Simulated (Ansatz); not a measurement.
# RuO₂ (singlet): the correlation ladder at a displaced geometry (v1), def2-SVP

The task here is to estimate one member of a computed series from the others.

Program: Ansatz 0.2.0, Gaussian basis. Level of theory: def2-SVP, core rule «outside noble gas», up to 6 orbitals frozen. These are calculated values, not measurements.

The runs, in order: UHF; CCSD(T) on RHF; CISD; CCSDT(Q) on RHF; CASSCF and NEVPT2, 8 electrons in 8 orbitals.

14 further runs of the same task are left out: 7 that didn't finish, 7 set aside as unsound or not needed.

**The system**

The geometry is a PBE0/def2-TZVP stationary point (not a proven minimum) with its atoms shifted at random (size 0.040 Å). No spin-orbit coupling is included. Elements past krypton take def2 core potentials.

3 atoms, charge 0, spin multiplicity 1.

Atoms are counted from 1 here; the program's logs count them from 0.

Bond lengths: Ru1–O2 1.681 Å, Ru1–O3 1.617 Å. Angles: O2–Ru1–O3 178.1°.

Set-up of the first run:

Input file in.yaml:

```yaml
crystal:
  periodic: [false, false, false]
  atoms:
    - {symbol: Ru, position_ang: [-0.015433, -0.009008, 0.021640]}
    - {symbol: O, position_ang: [-0.016266, -0.025151, -1.659213]}
    - {symbol: O, position_ang: [0.031698, 0.034159, 1.637573]}
basis:
  gaussian: {orbitals: def2-SVP}
magnetization: {spin_polarized: true, initial_magnetization: 0}
hamiltonian: {xc: hf}
output: {orbitals: {seedname: orbitals}}
```

Command:

```sh
$ ansatz run in.yaml --threads 1 --pin off --events-out ev --progress --plain --max-ram 2393MiB
```

Steps of the session up to this table: UHF; CCSD(T) on RHF; CISD; CCSDT(Q) on RHF; CASSCF and NEVPT2, 8 electrons in 8 orbitals.

One table of the session follows, with a row left open; its other results are not shown here.

It belongs to the step «Misses and costs». 

```
   method  from RCCSDT(Q) (kJ/mol)
      RHF                  +1796.6
     RMP2                    -34.0
    RCCSD                   +148.4
 RCCSD(T)                    +11.2
   RCCSDT                        ?
RCCSDT(Q)                        0
```

**Question.** Estimate the row for RCCSDT.

As computed: from RCCSDT(Q) (kJ/mol): +22.2. In the column «from RCCSDT(Q) (kJ/mol)» it lies between RCCSD(T) (+11.2) and RCCSD (+148.4).

Not comparable, so not listed: CISD (they don't share determinant, frozen orbitals or solution with the rows shown, or repeat one).

Left out of the table: CASSCF frontier, NEVPT2 frontier (the active space lost an orbital or holds another state than full CI finds).

Limits of these values: Warnings in the runs' records: passed over end.
